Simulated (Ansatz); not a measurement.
# F2HO2V: the cost of one run

Program: the Python package of Ansatz 0.2.0. The levels of theory stand in the script. These are calculated values, not measurements.

## (1) Starting point

Bond lengths: O1–V2 1.737 Å, V2–O3 1.938 Å, V2–F4 1.899 Å, V2–F5 1.922 Å, O3–H6 1.019 Å. Angles: O1–V2–O3 107.3°, O1–V2–F4 112.5°, O1–V2–F5 111.2°, O3–V2–F4 107.6°, O3–V2–F5 109.8°, F4–V2–F5 108.3°, V2–O3–H6 105.0°.

No structure file is read: the coordinates are typed or built in the script.

## (2) The script

File f2ho2v.py:

```python
"""F2HO2V at several levels of theory."""

from pathlib import Path

import ansatz as az
from ase import Atoms
import numpy as np


def main() -> None:
    atoms = Atoms(["O", "V", "O", "F", "F", "H"], positions=[
        (-1.566, -0.2641, 1.0103),
        (-0.3666, 0.0887, -0.1954),
        (1.2112, -0.9488, 0.2406),
        (-0.9213, -0.4136, -1.9409),
        (0.0709, 1.9597, -0.2154),
        (1.6139, -0.4859, 1.0546),
    ])
    mol = az.Crystal.molecule_from_ase(atoms)

    calculation = mol.calculation().basis(gaussian="def2-SVP")

    print("functional    E (Ha)        dipole (D)   HOMO (eV)  LUMO (eV)")
    for name in ["pbe0", "blyp", "r2scan", "r2scan0", "hf", "hse06"]:
        data = calculation.functional(name).forces().orbitals().run(threads=1, runs_dir="runs").report
        lines = Path(data["orbitals_path"]).read_text().splitlines()
        field_of = lambda key: [line.split("=")[1].strip() for line in lines if line.startswith(key)]
        orbitals = [(27.211386 * float(e), s, float(n)) for e, s, n in zip(field_of("Ene="), field_of("Spin="), field_of("Occup="))]
        homo = max(e for e, _, n in orbitals if n > 0.5)
        lumo = min(e for e, _, n in orbitals if n < 0.5)
        dipole = 4.803205 * np.linalg.norm(data["charge_distribution"]["dipole_moment_e_ang"])
        print(f"{name:10s} {data['free_energy_ev'] / 27.211386246:14.6f} {dipole:9.3f} {homo:11.3f} {lumo:10.3f}")


if __name__ == "__main__":
    main()
```

## (3) The input behind the calls

The package turns the script's settings into the engine's input (first run):

```yaml
crystal:
  periodic: [false, false, false]
  atoms:
    - { symbol: O, position_ang: [-1.566, -0.2641, 1.0103] }
    - { symbol: V, position_ang: [-0.3666, 0.0887, -0.1954] }
    - { symbol: O, position_ang: [1.2112, -0.9488, 0.2406] }
    - { symbol: F, position_ang: [-0.9213, -0.4136, -1.9409] }
    - { symbol: F, position_ang: [0.0709, 1.9597, -0.2154] }
    - { symbol: H, position_ang: [1.6139, -0.4859, 1.0546] }
basis:
  gaussian:
    orbitals: def2-SVP
hamiltonian:
  xc: pbe0
output:
  orbitals: {}
  forces: true
```

## (4) Running it

Started as:

```sh
$ python f2ho2v.py
```

**Question.** How long does this script take on 1 thread of Intel Xeon 6975P-C (Granite Rapids), shared host, and how much memory does it need?

About 21 s, with a peak of 0.29 GiB.
